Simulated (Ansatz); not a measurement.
**C₅H₁₂O₂: ionisation energy by level of theory**

How much energy removes an electron from C₅H₁₂O₂ at fixed geometry? The cation is run at each level and the neutral's energy taken from earlier runs.

Method: unrestricted cation, the program's frozen cores in correlated methods; program: Ansatz 0.2.0, Gaussian basis.

Levels to be run: UKS PBE-D4/def2-TZVPP; UKS r2SCAN-D4/def2-TZVPP; UKS PBE0-D4/def2-TZVPP; UKS B3LYP-D4/def2-TZVPP; UKS wB97X-V/def2-TZVPP; UKS wB97M-V/def2-TZVPP; UKS B2PLYP/def2-TZVPP; UHF-CCSD(T)/def2-TZVPP; UHF-MP2/def2-QZVPP; extrapolation to the limit; then −ε(HOMO) from the neutral's earlier runs with LDA (SPW92), PBE-D4, revPBE-D4, BLYP-D4, r2SCAN-D4, B97M-V, PBE0-D4, B3LYP-D4, r2SCANh-D4, r2SCAN0-D4, HSE06-D4, BHLYP-D4, CAM-B3LYP-D4, LC-ωPBE, ωB97X-V, ωB97M-V.

## Step 1: Structure used throughout

The geometry comes from an earlier relaxation with PBE0-D4 in a triple-zeta def2 set; it is a stationary point, not always the lowest conformer.

SMILES `OCCCCCO`, 19 atoms, charge 0, spin multiplicity 1.

Atoms are counted from 1 here; the program's logs count them from 0.

Bond lengths: O1–C2 1.413 Å, O1–H8 0.961 Å, C2–C3 1.517 Å, C2–H9 1.094 Å, C2–H10 1.099 Å, C3–C4 1.523 Å, C3–H11 1.094 Å, C3–H12 1.099 Å, C4–C5 1.521 Å, C4–H13 1.095 Å, C4–H14 1.096 Å, C5–C6 1.517 Å, C5–H15 1.097 Å, C5–H16 1.097 Å, C6–O7 1.414 Å, C6–H17 1.099 Å, C6–H18 1.094 Å, O7–H19 0.961 Å. Angles: C2–O1–H8 108.2°, O1–C2–C3 112.8°, O1–C2–H9 105.7°, O1–C2–H10 110.5°, C3–C2–H9 109.7°, C3–C2–H10 110.8°, H9–C2–H10 107.1°, C2–C3–C4 114.0°, C2–C3–H11 107.7°, C2–C3–H12 109.1°, C4–C3–H11 109.7°, C4–C3–H12 109.6°, H11–C3–H12 106.5°, C3–C4–C5 114.5°, C3–C4–H13 109.7°, C3–C4–H14 108.9°, C5–C4–H13 109.2°, C5–C4–H14 108.4° and more.

## Step 2: Cation, UKS PBE-D4/def2-TZVPP

The input, in.yaml:

```yaml
crystal:
  periodic: [false, false, false]
  atoms:
    - {symbol: O, position_ang: [0.292697, 1.845405, -2.911909]}
    - {symbol: C, position_ang: [0.438458, 1.293190, -1.619755]}
    - {symbol: C, position_ang: [-0.065296, -0.135088, -1.529834]}
    - {symbol: C, position_ang: [0.199797, -0.801380, -0.186348]}
    - {symbol: C, position_ang: [-0.591601, -0.218724, 0.975109]}
    - {symbol: C, position_ang: [-0.314975, -0.917320, 2.293072]}
    - {symbol: O, position_ang: [1.033332, -0.815367, 2.705189]}
    - {symbol: H, position_ang: [-0.639737, 1.827954, -3.142059]}
    - {symbol: H, position_ang: [1.510884, 1.319883, -1.405894]}
    - {symbol: H, position_ang: [-0.055764, 1.928396, -0.871961]}
    - {symbol: H, position_ang: [0.416774, -0.708822, -2.327376]}
    - {symbol: H, position_ang: [-1.143428, -0.150639, -1.741705]}
    - {symbol: H, position_ang: [1.268500, -0.750637, 0.045838]}
    - {symbol: H, position_ang: [-0.038341, -1.867807, -0.266309]}
    - {symbol: H, position_ang: [-1.666221, -0.288923, 0.764866]}
    - {symbol: H, position_ang: [-0.375676, 0.850505, 1.092907]}
    - {symbol: H, position_ang: [-0.990158, -0.533293, 3.070021]}
    - {symbol: H, position_ang: [-0.509849, -1.989293, 2.195630]}
    - {symbol: H, position_ang: [1.230590, 0.111989, 2.860528]}
basis:
  gaussian: {orbitals: def2-TZVPP}
total_charge: 1
magnetization: {spin_polarized: true, initial_magnetization: 1}
hamiltonian: {xc: pbe, dispersion: d4}
```

Run with:

```sh
ansatz run in.yaml --threads 2 --pin off --events-out ev --progress --plain --max-ram 31744MiB --backend cuda --devices 0, --max-vram 18GiB
```

The runs that follow: Cation, UKS r2SCAN-D4/def2-TZVPP; Cation, UKS PBE0-D4/def2-TZVPP; Cation, UKS B3LYP-D4/def2-TZVPP; Cation, UKS wB97X-V/def2-TZVPP; Cation, UKS wB97M-V/def2-TZVPP; Cation, UKS B2PLYP (frozen core)/def2-TZVPP; Cation, UHF-CCSD(T)/def2-TZVPP; Cation, UHF-MP2/def2-QZVPP.

Before running them: what should the planned runs give, taken together? Wanted: ionisation energy, CCSD(T)/CBS; nearest functional by difference; nearest −ε(HOMO); −ε(HOMO) of PBE; T1 of the cation.

**Answer**, as computed:

| quantity | value |
| --- | --- |
| ionisation energy, CCSD(T)/CBS | 10.58 eV |
| nearest functional by difference | ωB97X-V (-0.33 eV) |
| nearest −ε(HOMO) | LC-ωPBE (-0.07 eV) |
| −ε(HOMO) of PBE | 6.06 eV |
| T1 of the cation | 0.035 |

What this shows: Energy differences with functionals land within 1.74 eV of the reference. −ε(HOMO) of PBE misses by 4.5 eV, since self-interaction lifts the level. Among orbital estimates LC-ωPBE comes nearest. Hartree-Fock falls 1.26 eV short, as the neutral has more correlation energy than the cation. The cation's T1 (from the report) is 0.035, near the customary mark of 0.045 for open shells, so the coupled-cluster value is less safe.
